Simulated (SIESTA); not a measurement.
The system is BiTe.

```
Bi Te
1.0
     2.42271    1.39875    3.31729
    -2.42271    1.39875    3.31729
     0.00000   -2.79750    3.31729
Bi Te
1 1
Direct
  0.50000 0.50000 0.50000
  0.00000 0.00000 0.00000
```

The cell comes from a database or a generator and needn't be the stable form of this composition.

| Property | Result |
| --- | --- |
| Program | SIESTA 5.4.2 |
| Task | single point |
| Functional | PBEsol |
| Potentials or basis | PseudoDojo 0.4 standard (PBEsol files) |
| Basis | DZP (energy shift 0.003 Ry; two zetas on semicore shells) |
| Grid cutoff | 500 Ry |
| Energy shift | 0.003 Ry |
| k mesh | 7 × 7 × 7 |
| Occupations | fermi-dirac, width 0.05 eV |
| Spin | no spin polarisation |

On this cell: pressure -1.5 GPa; largest force under 0.003 eV/Å; band gap on the k mesh none (metal or under the smearing width).

The same run follows on a disturbed copy (atoms moved at random, drawn with an rms of 0.05 Å):

```
CELL_PARAMETERS angstrom
2.42271 1.39875 3.31729
-2.42271 1.39875 3.31729
0.00000 -2.79750 3.31729
ATOMIC_POSITIONS crystal
Bi 0.50449 0.49986 0.49761
Te 0.99451 0.00737 0.00473
```

Problem. What changes?

Solution. The energy (extrapolated to zero smearing) moves by +1.4 meV/atom; pressure -1.4 GPa; largest force 0.117 eV/Å; band gap on the k mesh none (metal or under the smearing width).

Forces in eV/Å, atoms in the order of the input:
```
Bi  -0.101 -0.056  0.018
Te   0.101  0.056 -0.018
```

Stress tensor (GPa, compression positive):
```
-1.27  0.02 -0.02
 0.02 -1.28 -0.01
-0.02 -0.01 -1.69
```

Caveats: spin-orbit coupling is left out, which moves the levels of the heavy elements; the basis of atomic orbitals isn't converged, which shifts pressures, moduli and gaps.
